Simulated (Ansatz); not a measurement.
# CH6FGa: the cost of one run

Program: Ansatz 0.2.0. Level of theory: RHF/def2-SVP. These are calculated values, not measurements.

## Step 1: The system as given

Bond lengths: Ga1–C2 2.330 Å, C2–H3 1.110 Å, C2–H4 1.110 Å, C2–H5 1.110 Å, Ga1–H6 1.570 Å, Ga1–H7 1.570 Å, Ga1–F8 2.000 Å. Angles: Ga1–C2–H3 109.5°, Ga1–C2–H4 109.5°, Ga1–C2–H5 109.5°, H3–C2–H4 109.4°, H3–C2–H5 109.4°, H4–C2–H5 109.4°, C2–Ga1–H6 120.0°, C2–Ga1–H7 120.0°, C2–Ga1–F8 71.6°, H6–Ga1–H7 120.0°, H6–Ga1–F8 105.6°, H7–Ga1–F8 92.7°.

Coordinates:

```xyz
9

Ga    0.0000    0.0000    0.0000
C     0.0000    0.0000    2.3300
H    -0.9996   -0.3092    2.7005
H     0.7676   -0.7111    2.7005
H     0.2320    1.0203    2.7005
H     1.3596    0.0000   -0.7850
H    -1.3596    0.0000   -0.7850
F    -0.2561   -1.8806    0.6306
H    -0.1762   -1.2937    1.7624
```

## Step 2: A restrained relaxation towards end A

Springs on the bonds that form and break draw the guess towards this end; the thresholds are loose.

Contents of input.yaml:

```yaml
crystal:
  periodic: [false, false, false]
  atoms:
    - { symbol: Ga, position_ang: [0.0, 0.0, 0.0] }
    - { symbol: C, position_ang: [0.0, 0.0, 2.33] }
    - { symbol: H, position_ang: [-0.9996, -0.3092, 2.7005] }
    - { symbol: H, position_ang: [0.7676, -0.7111, 2.7005] }
    - { symbol: H, position_ang: [0.232, 1.0203, 2.7005] }
    - { symbol: H, position_ang: [1.3596, 0.0, -0.785] }
    - { symbol: H, position_ang: [-1.3596, 0.0, -0.785] }
    - { symbol: F, position_ang: [-0.2561, -1.8806, 0.6306] }
    - { symbol: H, position_ang: [-0.1762, -1.2937, 1.7624] }
basis:
  gaussian: { orbitals: def2-SVP }
hamiltonian:
  xc: hf
relax:
  f_tol: 0.15
  max_steps: 25
  restrain:
    - { distance: [0, 7], at: 2.9, k: 30.0 }
    - { distance: [8, 1], at: 2.31, k: 30.0 }
    - { distance: [0, 1], at: 1.98, k: 30.0 }
    - { distance: [8, 7], at: 0.92, k: 30.0 }
```

On the command line:

```bash
$ ansatz run input.yaml --threads 1 --pin off --max-ram 2048MiB --backend cpu --events-out ev --progress --plain --runs-dir out
```

What time and memory should one allow on 1 thread of Arm Neoverse V2, shared host?

About 19 s, with a peak of 0.17 GiB.
